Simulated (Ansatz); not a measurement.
# AlGaHF (singlet): RKS PBE0, RPA-PBE over vertical spin and charge gaps and displaced geometries, cc-pVDZ

Aim: run AlGaHF (singlet) with these functionals over vertical spin and charge gaps and displaced geometries, and hold them against the top wave-function level at the same points.

Method: cc-pVDZ, all electrons in the functionals, frozen cores in the correlation of double hybrids and RPA; program: Ansatz 0.2.0, Gaussian basis.

To be run: RKS PBE0, RPA-PBE, at charge 0, singlet; charge 0, triplet; charge 1, doublet; displaced geometry v1; displaced geometry v2 (not every functional at every point).

22 further runs of the same task are left out: 2 for a known fault of the program, 7 that didn't finish, 13 set aside as unsound or not needed.

## Step 1: The geometry

The geometry is a PBE0/def2-TZVP stationary point (not a proven minimum). No spin-orbit coupling is included. The filled d shell of Ga may be among the frozen orbitals whatever the setting's name suggests; the logs give the count.

4 atoms, charge 0, spin multiplicity 1.

Atoms are counted from 1 here; the program's logs count them from 0.

Bond lengths: F1–Al2 1.661 Å, Al2–Ga3 2.657 Å, Al2–H4 1.951 Å, Ga3–H4 1.849 Å. Angles: F1–Al2–Ga3 150.2°, F1–Al2–H4 106.1°, Ga3–Al2–H4 44.1°, Al2–Ga3–H4 47.2°, Al2–H4–Ga3 88.7°.

No dispersion term is added.

The geometry shown and the zero of energy belong to the point charge 0, singlet. The yardstick, UCCSD(T), and other wave-function levels (R restricted, U unrestricted, valence and pair active spaces) come from earlier runs.

## Step 2: RKS PBE0, charge 0, singlet

in.yaml reads:

```yaml
crystal:
  periodic: [false, false, false]
  atoms:
    - {symbol: F, position_ang: [0.000000, 0.278033, 2.873384]}
    - {symbol: Al, position_ang: [0.000000, -0.336799, 1.330867]}
    - {symbol: Ga, position_ang: [0.000000, 0.037169, -1.299911]}
    - {symbol: H, position_ang: [0.000000, 1.204076, 0.134100]}
basis:
  gaussian: {orbitals: cc-pVDZ}
hamiltonian: {xc: {name: PBE0}}
```

Started as:

```console
$ ansatz run in.yaml --threads 1 --pin off --events-out ev --progress --plain --max-ram 2393MiB
```

The program printed:

```text
Functional definition: PBE0
  name "PBE0"
  cite "Adamo & Barone, J. Chem. Phys. 110, 6158 (1999) doi:10.1063/1.478522"
  cite "Perdew, Burke & Ernzerhof, Phys. Rev. Lett. 77, 3865 (1996) doi:10.1103/PhysRevLett.77.3865"
  parent pbe
  parameter a = 0.25
  parameter kappa = 0.804
  parameter beta = 0.06672455060314922
  exchange = (1 - a)*pbe_x(kappa = kappa, mu = beta*pi^2/3) + a*exact_x
  correlation = pbe_c(beta = beta)
675 factors; integrals over basis functions are off by at most 1.1e-3 eV
mean field evaluation 1: about -61692.9817 eV, gradient 3.6e1 eV
mean field evaluation 2: about -61685.1308 eV, gradient 7.8e1 eV
mean field evaluation 4: about -61695.4348 eV, gradient 1.7e0 eV
mean field evaluation 8: about -61695.4817 eV, gradient 1.2e-1 eV
mean field evaluation 16: about -61695.4818 eV, gradient 6.6e-6 eV
mean field -61695.48180299 eV, -2267.2671375602 hartree, gradient 6.7e-6 eV, S^2 0.000000; 0 other end points of the search recorded, 0 dependent functions left out
reference -61695.48183058 eV, -2267.2671385744 hartree; 27, 27 occupied and 37, 37 virtual orbitals, 675 factors
Total energy: -61695.48183058 eV, -2267.2671385744 hartree
```

Run time: 1.9 s. Hardware: 1 thread of Arm Neoverse V1, shared host.

## Step 3: RKS PBE0, displaced geometry v1

in.yaml reads:

```yaml
crystal:
  periodic: [false, false, false]
  atoms:
    - {symbol: F, position_ang: [-0.027483, 0.256146, 2.908289]}
    - {symbol: Al, position_ang: [-0.028316, -0.374828, 1.354619]}
    - {symbol: Ga, position_ang: [0.019648, 0.058450, -1.318772]}
    - {symbol: H, position_ang: [-0.083129, 1.162543, 0.145041]}
basis:
  gaussian: {orbitals: cc-pVDZ}
hamiltonian: {xc: {name: PBE0}}
```

Launched as before.

The program printed:

```text
Functional definition: PBE0
  name "PBE0"
  cite "Adamo & Barone, J. Chem. Phys. 110, 6158 (1999) doi:10.1063/1.478522"
  cite "Perdew, Burke & Ernzerhof, Phys. Rev. Lett. 77, 3865 (1996) doi:10.1103/PhysRevLett.77.3865"
  parent pbe
  parameter a = 0.25
  parameter kappa = 0.804
  parameter beta = 0.06672455060314922
  exchange = (1 - a)*pbe_x(kappa = kappa, mu = beta*pi^2/3) + a*exact_x
  correlation = pbe_c(beta = beta)
676 factors; integrals over basis functions are off by at most 1.1e-3 eV
mean field evaluation 1: about -61692.9589 eV, gradient 3.6e1 eV
mean field evaluation 2: about -61684.3924 eV, gradient 8.0e1 eV
mean field evaluation 4: about -61695.4472 eV, gradient 1.8e0 eV
mean field evaluation 8: about -61695.4945 eV, gradient 1.2e-1 eV
mean field evaluation 16: about -61695.4945 eV, gradient 4.3e-5 eV
mean field -61695.49453214 eV, -2267.2676053479 hartree, gradient 4.3e-5 eV, S^2 0.000000; 0 other end points of the search recorded, 0 dependent functions left out
reference -61695.49455978 eV, -2267.2676063636 hartree; 27, 27 occupied and 37, 37 virtual orbitals, 676 factors
Total energy: -61695.49455978 eV, -2267.2676063636 hartree
```

Run time: 2 s. Hardware: 1 thread of Arm Neoverse V1, shared host.

From charge 0, singlet: -1.2 kJ/mol.

## Step 4: RKS PBE0, displaced geometry v2

in.yaml reads:

```yaml
crystal:
  periodic: [false, false, false]
  atoms:
    - {symbol: F, position_ang: [0.090883, 0.291150, 2.868478]}
    - {symbol: Al, position_ang: [-0.073991, -0.315309, 1.337554]}
    - {symbol: Ga, position_ang: [0.002629, 0.026236, -1.301404]}
    - {symbol: H, position_ang: [0.085738, 1.137873, 0.150821]}
basis:
  gaussian: {orbitals: cc-pVDZ}
hamiltonian: {xc: {name: PBE0}}
```

Launched as before.

The program printed:

```text
Functional definition: PBE0
  name "PBE0"
  cite "Adamo & Barone, J. Chem. Phys. 110, 6158 (1999) doi:10.1063/1.478522"
  cite "Perdew, Burke & Ernzerhof, Phys. Rev. Lett. 77, 3865 (1996) doi:10.1103/PhysRevLett.77.3865"
  parent pbe
  parameter a = 0.25
  parameter kappa = 0.804
  parameter beta = 0.06672455060314922
  exchange = (1 - a)*pbe_x(kappa = kappa, mu = beta*pi^2/3) + a*exact_x
  correlation = pbe_c(beta = beta)
675 factors; integrals over basis functions are off by at most 1.1e-3 eV
mean field evaluation 1: about -61692.9563 eV, gradient 3.6e1 eV
mean field evaluation 2: about -61685.2078 eV, gradient 7.7e1 eV
mean field evaluation 4: about -61695.4116 eV, gradient 1.7e0 eV
mean field evaluation 8: about -61695.4580 eV, gradient 1.2e-1 eV
mean field evaluation 16: about -61695.4580 eV, gradient 7.0e-6 eV
mean field -61695.45802430 eV, -2267.2662637097 hartree, gradient 7.0e-6 eV, S^2 0.000000; 0 other end points of the search recorded, 0 dependent functions left out
reference -61695.45805198 eV, -2267.2662647268 hartree; 27, 27 occupied and 37, 37 virtual orbitals, 675 factors
Total energy: -61695.45805198 eV, -2267.2662647268 hartree
```

It took 1.9 s on 1 thread of Arm Neoverse V1, shared host.

From charge 0, singlet: +2.3 kJ/mol.

## Step 5: RPA-PBE, charge 0, singlet

in.yaml reads:

```yaml
crystal:
  periodic: [false, false, false]
  atoms:
    - {symbol: F, position_ang: [0.000000, 0.278033, 2.873384]}
    - {symbol: Al, position_ang: [0.000000, -0.336799, 1.330867]}
    - {symbol: Ga, position_ang: [0.000000, 0.037169, -1.299911]}
    - {symbol: H, position_ang: [0.000000, 1.204076, 0.134100]}
basis:
  gaussian: {orbitals: cc-pVDZ}
magnetization: {spin_polarized: true, initial_magnetization: 0}
hamiltonian: {xc: {name: PBE}}
correlation: {method: rpa, electrons: outside_noble_gas}
```

Launched as before.

The program printed, shortened:

```text
Functional definition: PBE
  name "PBE"
  cite "Perdew, Burke & Ernzerhof, Phys. Rev. Lett. 77, 3865 (1996) doi:10.1103/PhysRevLett.77.3865"
  parent pbe
[...]
675 factors; integrals over basis functions are off by at most 1.1e-3 eV
[...]
mean field -61693.92536282 eV, -2267.2099394391 hartree, gradient 9.8e-6 eV, S^2 0.000000; 5 other end points of the search recorded, 0 dependent functions left out
20 core orbitals not correlated, not the lowest: weight in the atoms' cores, before any rotation towards them, 0.998 or more for the frozen orbitals, at most 0.001 for the correlated occupied ones
reference -61637.83073358 eV, -2265.1484998368 hartree; 7, 7 occupied and 37, 37 virtual orbitals, 675 factors
Total energy: -61651.42614959 eV, -2265.6481221598 hartree
```

Wall time 8.5 s (1 thread of Arm Neoverse V1, shared host).

From the report: ⟨S²⟩ of the determinant 0.000 (pure singlet: 0.00).

## Step 6: RPA-PBE, charge 0, triplet

in.yaml, as its differences from that of step 5:

```diff
@@ -9,3 +9,3 @@
   gaussian: {orbitals: cc-pVDZ}
-magnetization: {spin_polarized: true, initial_magnetization: 0}
+magnetization: {spin_polarized: true, initial_magnetization: 2}
 hamiltonian: {xc: {name: PBE}}
```

Launched as before.

The program printed, shortened:

```text
Functional definition: PBE
  name "PBE"
  cite "Perdew, Burke & Ernzerhof, Phys. Rev. Lett. 77, 3865 (1996) doi:10.1103/PhysRevLett.77.3865"
  parent pbe
[...]
676 factors; integrals over basis functions are off by at most 1.1e-3 eV
[...]
mean field -61692.46007613 eV, -2267.1560911463 hartree, gradient 8.3e-6 eV, S^2 2.004860; 7 other end points of the search recorded, 0 dependent functions left out
20 core orbitals not correlated, not the lowest: weight in the atoms' cores, before any rotation towards them, 0.997 or more for the frozen orbitals, at most 0.002 for the correlated occupied ones
reference -61636.59410752 eV, -2265.1030546674 hartree; 8, 6 occupied and 36, 38 virtual orbitals, 676 factors
Total energy: -61649.81458276 eV, -2265.5888981714 hartree
```

Run time: 12 s. Hardware: 1 thread of Arm Neoverse V1, shared host.

From the report: ⟨S²⟩ of the determinant 2.005 (pure triplet: 2.00).

From charge 0, singlet: +155.5 kJ/mol.

## Step 7: RPA-PBE, charge 1, doublet

in.yaml, as its differences from that of step 6:

```diff
@@ -9,3 +9,4 @@
   gaussian: {orbitals: cc-pVDZ}
-magnetization: {spin_polarized: true, initial_magnetization: 2}
+total_charge: 1
+magnetization: {spin_polarized: true, initial_magnetization: 1}
 hamiltonian: {xc: {name: PBE}}
```

Launched as before.

The program printed, shortened:

```text
Functional definition: PBE
  name "PBE"
  cite "Perdew, Burke & Ernzerhof, Phys. Rev. Lett. 77, 3865 (1996) doi:10.1103/PhysRevLett.77.3865"
  parent pbe
[...]
675 factors; integrals over basis functions are off by at most 1.1e-3 eV
[...]
mean field -61685.75839553 eV, -2266.9098089270 hartree, gradient 1.8e-6 eV, S^2 0.754901; 3 other end points of the search recorded, 0 dependent functions left out
20 core orbitals not correlated, not the lowest: weight in the atoms' cores, before any rotation towards them, 0.997 or more for the frozen orbitals, at most 0.002 for the correlated occupied ones
reference -61630.41653853 eV, -2264.8760331944 hartree; 7, 6 occupied and 37, 38 virtual orbitals, 675 factors
Total energy: -61643.16929542 eV, -2265.3446883659 hartree
```

Run time: 5.5 s. Hardware: 1 thread of Arm Neoverse V1, shared host.

From the report: ⟨S²⟩ of the determinant 0.755 (pure doublet: 0.75).

From charge 0, singlet: +796.7 kJ/mol.

## Step 8: RPA-PBE, displaced geometry v1

in.yaml reads:

```yaml
crystal:
  periodic: [false, false, false]
  atoms:
    - {symbol: F, position_ang: [-0.027483, 0.256146, 2.908289]}
    - {symbol: Al, position_ang: [-0.028316, -0.374828, 1.354619]}
    - {symbol: Ga, position_ang: [0.019648, 0.058450, -1.318772]}
    - {symbol: H, position_ang: [-0.083129, 1.162543, 0.145041]}
basis:
  gaussian: {orbitals: cc-pVDZ}
magnetization: {spin_polarized: true, initial_magnetization: 0}
hamiltonian: {xc: {name: PBE}}
correlation: {method: rpa, electrons: outside_noble_gas}
```

Same command.

The program printed, shortened:

```text
Functional definition: PBE
  name "PBE"
  cite "Perdew, Burke & Ernzerhof, Phys. Rev. Lett. 77, 3865 (1996) doi:10.1103/PhysRevLett.77.3865"
  parent pbe
[...]
676 factors; integrals over basis functions are off by at most 1.1e-3 eV
[...]
mean field -61693.94574527 eV, -2267.2106884803 hartree, gradient 6.3e-6 eV, S^2 0.000000; 3 other end points of the search recorded, 0 dependent functions left out
20 core orbitals not correlated, not the lowest: weight in the atoms' cores, before any rotation towards them, 0.998 or more for the frozen orbitals, at most 0.001 for the correlated occupied ones
reference -61637.84806974 eV, -2265.1491369288 hartree; 7, 7 occupied and 37, 37 virtual orbitals, 676 factors
Total energy: -61651.46253151 eV, -2265.6494591707 hartree
```

It took 5.5 s on 1 thread of Arm Neoverse V1, shared host.

From the report: ⟨S²⟩ of the determinant 0.000 (pure singlet: 0.00).

From charge 0, singlet: -3.5 kJ/mol.

## Step 9: RPA-PBE, displaced geometry v2

in.yaml reads:

```yaml
crystal:
  periodic: [false, false, false]
  atoms:
    - {symbol: F, position_ang: [0.090883, 0.291150, 2.868478]}
    - {symbol: Al, position_ang: [-0.073991, -0.315309, 1.337554]}
    - {symbol: Ga, position_ang: [0.002629, 0.026236, -1.301404]}
    - {symbol: H, position_ang: [0.085738, 1.137873, 0.150821]}
basis:
  gaussian: {orbitals: cc-pVDZ}
magnetization: {spin_polarized: true, initial_magnetization: 0}
hamiltonian: {xc: {name: PBE}}
correlation: {method: rpa, electrons: outside_noble_gas}
```

Launched as before.

The program printed, shortened:

```text
Functional definition: PBE
  name "PBE"
  cite "Perdew, Burke & Ernzerhof, Phys. Rev. Lett. 77, 3865 (1996) doi:10.1103/PhysRevLett.77.3865"
  parent pbe
[...]
675 factors; integrals over basis functions are off by at most 1.1e-3 eV
[...]
mean field -61693.89575561 eV, -2267.2088513941 hartree, gradient 5.4e-6 eV, S^2 0.000000; 4 other end points of the search recorded, 0 dependent functions left out
20 core orbitals not correlated, not the lowest: weight in the atoms' cores, before any rotation towards them, 0.998 or more for the frozen orbitals, at most 0.001 for the correlated occupied ones
reference -61637.81418522 eV, -2265.1478916958 hartree; 7, 7 occupied and 37, 37 virtual orbitals, 675 factors
Total energy: -61651.40465520 eV, -2265.6473322556 hartree
```

It took 6 s on 1 thread of Arm Neoverse V1, shared host.

From the report: ⟨S²⟩ of the determinant 0.000 (pure singlet: 0.00).

From charge 0, singlet: +2.1 kJ/mol.

## Step 10: Against the wave-function levels

No level is safe as a reference over these points; UCCSD(T) serves as a yardstick only. It comes from earlier runs at the same points. Energies in kJ/mol, counted from charge 0, singlet; blanks weren't run or aren't comparable.

| level | singlet to triplet | ionisation to the doublet cation | displacement v1 | displacement v2 |
| --- | --- | --- | --- | --- |
| UCCSD(T) | 155.8 | 782.2 | -2.9 | 1.8 |
| RKS PBE0 |  |  | -1.2 | 2.3 |
| RPA-PBE | 155.5 | 796.7 | -3.5 | 2.1 |

Largest miss and mean time a point (UCCSD(T) took 31 s a point; shared hosts):

| level | largest miss (kJ/mol) | where | time a point |
| --- | --- | --- | --- |
| RKS PBE0 | +1.6 | displacement v1 | 1.9 s |
| RPA-PBE | +14.5 | ionisation to the doublet cation | 7.5 s |

## Step 11: Outcome

| quantity | value |
| --- | --- |
| singlet to triplet, UCCSD(T) | 155.8 kJ/mol |
| ionisation to the doublet cation, UCCSD(T) | 782.2 kJ/mol |
| displacement v1, UCCSD(T) | -2.9 kJ/mol |
| displacement v2, UCCSD(T) | 1.8 kJ/mol |
| largest miss, RKS PBE0 | +1.6 kJ/mol (displacement v1) |
| largest miss, RPA-PBE | +14.5 kJ/mol (ionisation to the doublet cation) |

**Reading.** Misses are known at 4 of 4 points at best, and only functionals with that many are ranked. RPA-PBE strays by up to 14.5 kJ/mol, at ionisation to the doublet cation. Functionals and the yardstick converge differently with the basis, so part of each miss in cc-pVDZ is the basis. The yardstick itself may be off where one determinant is a poor start.
